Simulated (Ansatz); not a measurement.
AgRh:

```
Ag Rh
1.0
     2.77759    0.00000    0.00000
    -1.38879    2.40546    0.00000
     0.00000    0.00000    4.80860
Ag Rh
1 1
Direct
  0.00000 0.00000 0.50000
  0.66667 0.33333 0.00000
```

The cell comes from a database or a generator and needn't be the stable form of this composition.

Base run:

- Program: Ansatz 0.2.0
- Functional: PBE
- Potentials or basis: all-electron LAPW, scalar-relativistic
- Cutoff: 263 eV
- Density cutoff: 1052 eV
- Basis error allowed: 0.001 eV/atom
- k mesh: 11 × 11 × 6
- Occupations: fermi-dirac, width 0.05 eV
- Spin: no spin polarisation

Its results: pressure -2.3 GPa.

Question: The run is repeated on the same cell with these changes: functional from PBE to LDA. What comes out?

Answer: Pressure -15.6 GPa.

LDA binds more tightly than PBE, so the same cell stands under less pressure.

Not every run made on this cell is shown here.
